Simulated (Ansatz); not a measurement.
# GaH₇N₂Sn: how energies converge with the basis set

The task here is to estimate one member of a computed series from the others.

Program: Ansatz 0.2.0, Gaussian basis. Level of theory: one geometry, several basis sets. These are calculated values, not measurements.

Levels to be run: PBE0-D4/def2-SVP; ωB97M-V/def2-SVP; PBE0-D4/def2-QZVPP; ωB97M-V/def2-QZVPP; the functionals' def2-TZVPP values are taken from earlier runs.

### The geometry

The geometry comes from an earlier relaxation with PBE0-D4 in a triple-zeta def2 set; it is a stationary point, not always the lowest conformer. Sn takes the def2 core potential; no spin-orbit term is included.

SMILES `[NH2][GaH][NH][SnH3]`, 11 atoms, charge 0, spin multiplicity 1.

Atoms are counted from 1 here; the program's logs count them from 0.

Bond lengths: N1–Ga2 1.815 Å, N1–H5 1.004 Å, N1–H6 1.005 Å, Ga2–N3 1.828 Å, Ga2–H7 1.555 Å, N3–Sn4 2.015 Å, N3–H8 1.010 Å, Sn4–H9 1.707 Å, Sn4–H10 1.712 Å, Sn4–H11 1.711 Å. Angles: Ga2–N1–H5 123.3°, Ga2–N1–H6 124.6°, H5–N1–H6 112.1°, N1–Ga2–N3 116.5°, N1–Ga2–H7 121.4°, N3–Ga2–H7 122.2°, Ga2–N3–Sn4 129.6°, Ga2–N3–H8 115.9°, Sn4–N3–H8 114.5°, N3–Sn4–H9 105.9°, N3–Sn4–H10 110.1°, N3–Sn4–H11 109.9°, H9–Sn4–H10 110.7°, H9–Sn4–H11 110.7°, H10–Sn4–H11 109.5°.

Set-up of the first run:

Contents of in.yaml:

```yaml
crystal:
  periodic: [false, false, false]
  atoms:
    - {symbol: N, position_ang: [-1.292986, 1.718764, 0.007480]}
    - {symbol: Ga, position_ang: [-0.013803, 1.137757, -1.141910]}
    - {symbol: N, position_ang: [0.827954, -0.423565, -0.701722]}
    - {symbol: Sn, position_ang: [0.560781, -1.620965, 0.897098]}
    - {symbol: H, position_ang: [-1.824852, 2.558398, -0.137748]}
    - {symbol: H, position_ang: [-1.567716, 1.236850, 0.845695]}
    - {symbol: H, position_ang: [0.342153, 1.935734, -2.428676]}
    - {symbol: H, position_ang: [1.540785, -0.735916, -1.344861]}
    - {symbol: H, position_ang: [-0.700230, -0.914738, 1.804793]}
    - {symbol: H, position_ang: [2.000280, -1.698548, 1.819706]}
    - {symbol: H, position_ang: [0.127633, -3.193760, 0.380136]}
basis:
  gaussian: {orbitals: def2-SVP}
hamiltonian: {xc: pbe0, dispersion: d4}
output: {orbitals: {seedname: orbitals}}
```

Started as:

```console
$ ansatz run in.yaml --threads 4 --pin off --events-out ev --progress --plain --max-ram 10444MiB
```

Steps of the session up to this table: PBE0-D4 in def2-SVP; ωB97M-V in def2-SVP; PBE0-D4 in def2-QZVPP; ωB97M-V in def2-QZVPP.

One of the session's tables, all rows but one given; the rest of the session is left out.

It belongs to the step «Functionals by basis». 

```
functional       basis  HOMO (eV)  LUMO (eV)
   PBE0-D4    def2-SVP      -6.52       0.11
   PBE0-D4  def2-TZVPP      -6.74      -0.27
   PBE0-D4  def2-QZVPP          ?          ?
   ωB97M-V    def2-SVP      -8.81       1.82
   ωB97M-V  def2-TZVPP      -9.05       1.19
   ωB97M-V  def2-QZVPP      -9.10       0.89
```

Estimate the missing values for PBE0-D4, def2-QZVPP.

The run gave: HOMO (eV): -6.79; LUMO (eV): -0.37. In the column «HOMO (eV)» it lies between ωB97M-V, def2-SVP (-8.81) and PBE0-D4, def2-TZVPP (-6.74).
